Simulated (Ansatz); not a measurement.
**Molecular dynamics of Ti$_{8}$SiO$_{16}$**

Input:

```yaml
accuracy: low
crystal:
  lattice:
    - [-4.5922, -4.5922, 0.0]
    - [4.5922, -4.5922, 0.0]
    - [0.0, 0.0, 5.9148]
  atoms:
    - { symbol: Ti, position: [0.58472454, 0.43095807, 0.02839235] }
    - { symbol: Ti, position: [0.06780119, 0.50095289, 0.22318317] }
    - { symbol: O, position: [0.25272925, 0.4565516, -0.07795994] }
    - { symbol: O, position: [0.05891732, 0.16992042, 0.28157971] }
    - { symbol: O, position: [0.79973983, 0.68435073, 0.10342979] }
    - { symbol: O, position: [0.10462867, 0.83124705, 0.23329465] }
    - { symbol: Ti, position: [0.54985026, 0.5582755, 0.48600666] }
    - { symbol: Ti, position: [-0.06217253, 0.54652367, 0.82849319] }
    - { symbol: O, position: [0.21802351, 0.45378071, 0.52553647] }
    - { symbol: O, position: [-0.00935619, 0.22082285, 0.72690656] }
    - { symbol: O, position: [0.85455192, 0.61134027, 0.47305758] }
    - { symbol: O, position: [0.1185304, 0.79708028, 0.78061688] }
    - { symbol: Ti, position: [-0.0569908, 0.01307526, -0.01605731] }
    - { symbol: Ti, position: [0.34917105, 0.00040497, 0.23903828] }
    - { symbol: O, position: [0.62601986, 0.0793323, 0.05280018] }
    - { symbol: O, position: [0.39467286, 0.65913224, 0.20848641] }
    - { symbol: O, position: [0.28095251, 0.08540561, -0.06337593] }
    - { symbol: O, position: [0.54294622, 0.25961739, 0.34659972] }
    - { symbol: Ti, position: [-0.06412429, -0.04867826, 0.52817959] }
    - { symbol: Ti, position: [0.54451926, -0.05302944, 0.74940038] }
    - { symbol: O, position: [0.62575822, -0.12119018, 0.40497763] }
    - { symbol: O, position: [0.56284991, 0.65182325, 0.81061305] }
    - { symbol: O, position: [0.27686468, 0.01831499, 0.56155087] }
    - { symbol: O, position: [0.51446641, 0.28699475, 0.70128999] }
    - { symbol: Si, position: [0.26803519, 0.26009477, 0.70946015] }
basis:
  ecutwfc: 200.0
kpoints:
  mp_grid: { grid: [2, 2, 2] }
hamiltonian:
  xc: pbe
  dispersion: d3bj
  pseudopotentials: { kind: paw, azcp: { folder: soft_1 } }
scf:
  occupations: { method: fermi_dirac, width: 0.05 }
  lower_state_search: "off"
  max_iter: 53
md:
  timestep: 1
  n_steps: 200
  ensemble: nvt_langevin
  temperature: 2100.0
  initial_velocities: maxwell_boltzmann
  seed: 192777
  friction: 0.05
```

Launched with:

```bash
$ ansatz run input.yaml --threads 2 --pin off --max-ram 5120MiB --backend cpu --events-out ev --progress --plain --runs-dir out
```

It goes on from the last frame of an earlier run, with new velocities.

Output, in part (step lines):

```
md step     0: t =     0.00 fs  T =  2016.0 K  F+E_penalty+E_count = -29628.21215193 eV  E_kin = 6.514704 eV  (13 SCF iters)
md step     1: t =     1.00 fs  T =  2057.2 K  F+E_penalty+E_count = -29628.16749937 eV  E_kin = 6.647964 eV  (11 SCF iters)
md step     2: t =     2.00 fs  T =  1902.3 K  F+E_penalty+E_count = -29628.29893706 eV  E_kin = 6.147357 eV  (12 SCF iters)
md step     3: t =     3.00 fs  T =  1829.2 K  F+E_penalty+E_count = -29628.51142705 eV  E_kin = 5.911066 eV  (13 SCF iters)
md step     4: t =     4.00 fs  T =  1799.4 K  F+E_penalty+E_count = -29628.74918968 eV  E_kin = 5.814797 eV  (14 SCF iters)
md step     5: t =     5.00 fs  T =  1729.4 K  F+E_penalty+E_count = -29629.07566091 eV  E_kin = 5.588560 eV  (10 SCF iters)
md step     6: t =     6.00 fs  T =  2051.0 K  F+E_penalty+E_count = -29629.56461055 eV  E_kin = 6.627840 eV  (9 SCF iters)
md step     7: t =     7.00 fs  T =  2278.5 K  F+E_penalty+E_count = -29630.18802138 eV  E_kin = 7.362951 eV  (11 SCF iters)
[... lines left out ...]
```

The steps, from the saved trajectory:

```
time (fs)  T (K)  potential energy less start (eV)
        0   2016                             0.000
        6   2051                            -1.352
       12   4043                            -5.322
       18   3712                            -6.327
       24   2664                            -5.125
       30   2298                            -4.707
       36   2355                            -4.201
       42   2447                            -5.260
       48   1952                            -6.639
       54   1915                            -6.852
       60   1893                            -5.990
       66   2026                            -7.736
       72   2571                           -10.067
       78   2263                            -9.646
       84   2393                            -9.353
       90   2451                           -10.675
       96   2478                           -10.751
      102   1352                           -10.435
      108   1524                            -9.636
      114   1805                            -8.657
      120   2025                            -8.600
      126   2074                            -9.189
      132   1724                            -9.792
      138   1694                            -9.901
      144   2280                           -11.047
      150   2083                           -10.992
      156   1919                            -9.471
      162   1767                            -8.466
      168   2541                            -7.927
      174   2494                            -8.207
      180   2605                            -9.053
      186   3056                            -9.945
      192   2737                           -10.502
      198   2005                           -10.660
```

All steps were run. A run of 0.2 ps of so small a system gives no equilibrium averages. The plane-wave cutoff is below what these datasets need, so energies and pressures aren't converged. Limits of this set-up: coarse k mesh, a small cell, in which the defect meets its images, low accuracy level.

Mean squared displacements from the first frame to the last, about the centre of mass: Ti 0.24 Å², O 0.38 Å², Si 0.02 Å².

Last frame:

```xyz
25
Lattice="-4.5922 -4.5922 0.0000 4.5922 -4.5922 0.0000 0.0000 0.0000 5.9148" Properties=species:S:1:pos:R:3
Ti -0.161 -4.305 0.180
Ti 2.521 -2.355 1.360
O 1.181 -3.037 -0.156
O 1.062 -1.071 1.358
O -1.332 -5.834 -0.112
O 3.421 -4.050 1.444
Ti 0.230 -4.594 2.796
Ti 2.543 -2.400 4.325
O 1.274 -3.057 3.059
O 1.033 -0.804 4.246
O -1.303 -5.899 2.803
O 3.615 -3.853 4.327
Ti 0.379 -0.012 -0.015
Ti -1.904 -1.787 1.708
O -3.036 -2.992 0.178
O 1.000 -5.249 1.071
O -1.090 -1.715 -0.249
O -0.783 -3.405 1.721
Ti 0.332 0.247 2.691
Ti -2.564 -2.066 4.434
O -3.105 -2.840 2.869
O 1.164 -5.104 4.516
O -0.975 -1.374 3.269
O -0.700 -3.638 4.301
Si 0.104 -2.178 4.048
```

The run took 19 min on 2 threads of Arm Neoverse N1, on a shared host, peak memory 0.62 GiB.
